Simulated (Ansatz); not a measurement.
# CoSi: the cost of one run

Computed with Ansatz 0.2.0 (DFT LDA, PAW, plane waves, scalar-relativistic, unless a step's input says otherwise).

The COD entry's cell or inner coordinates are ideal or old and differ from later refinements, so a difference from it is no clean test against experiment.

## Step 1: The structure to begin with

The structure is cubic, space group P2_13 (No. 198). Conventional cell: a = 4.438 Å, b = 4.438 Å, c = 4.438 Å, α = 90.00°, β = 90.00°, γ = 90.00°. Co (site symmetry 3) has 7 Si at 2.28 to 2.47 Å as nearest neighbours. Si (site symmetry 3) is surrounded by 7 Co at 2.28 to 2.47 Å.

As a file:

```cif
data_structure
_symmetry_space_group_name_H-M 'P2_13'
_symmetry_Int_Tables_number 198
_cell_length_a 4.4380
_cell_length_b 4.4380
_cell_length_c 4.4380
_cell_angle_alpha 90.000
_cell_angle_beta 90.000
_cell_angle_gamma 90.000
_cell_volume 87.41
loop_
_atom_site_label
_atom_site_type_symbol
_atom_site_symmetry_multiplicity
_atom_site_Wyckoff_symbol
_atom_site_fract_x
_atom_site_fract_y
_atom_site_fract_z
_atom_site_occupancy
Co1 Co 4 a 0.14000 0.14000 0.14000 1
Si1 Si 4 a 0.84300 0.84300 0.84300 1
```

Atoms are counted from 1 in the order of input.yaml (Si8 and so on).

Changes shown after the default run: Broyden, β 0.4, magnetisation mixing 0.1; Broyden, β 0.3, history 8, no preconditioner; k-point mesh 3x3x3; Fermi–Dirac width 0.003 eV, no switch to direct minimisation; Fermi–Dirac width 0.0005 eV, no switch to direct minimisation; cutoff 250 eV; Broyden, β 0.3, preconditioner Kerker scaled by the density of states.

The search for lower states is off throughout, and inputs that name a mixer don't switch to direct minimisation unless they say so. Spin is collinear, with starting moments Co1 3.00, Co2 3.00, Co3 3.00, Co4 3.00 μB. β is the mixing step of the charge; the magnetisation has a step of its own, which the program sets unless it is named.

## Step 2: Default SCF settings

Input file input.yaml:

```yaml
crystal:
  lattice:
    - [4.438, 0.0, 0.0]
    - [0.0, 4.438, 0.0]
    - [0.0, 0.0, 4.438]
  atoms:
    - { symbol: Co, position: [0.14, 0.14, 0.14], spin: 3.0 }
    - { symbol: Co, position: [0.36, 0.86, 0.64], spin: 3.0 }
    - { symbol: Co, position: [0.64, 0.36, 0.86], spin: 3.0 }
    - { symbol: Co, position: [0.86, 0.64, 0.36], spin: 3.0 }
    - { symbol: Si, position: [0.843, 0.843, 0.843] }
    - { symbol: Si, position: [0.657, 0.157, 0.343] }
    - { symbol: Si, position: [0.343, 0.657, 0.157] }
    - { symbol: Si, position: [0.157, 0.343, 0.657] }
magnetization:
  spin_polarized: true
hamiltonian:
  xc: lda
  pseudopotentials: { kind: paw }
basis:
  ecutwfc: 420
kpoints:
  mp_grid: { grid: [5, 5, 5] }
scf:
  occupations: { method: fermi_dirac, width: 0.05 }
  lower_state_search: "off"
output:
  forces: true
  stress: true
```

Command:

```
$ ansatz run input.yaml --threads 2 --pin off --max-ram 5120MiB --backend cpu --events-out ev --progress --plain --runs-dir out
```

Q: Estimate wall time and peak memory on 2 threads of Arm Neoverse V1, shared host.

About 8.7 s, with a peak of 0.36 GiB.
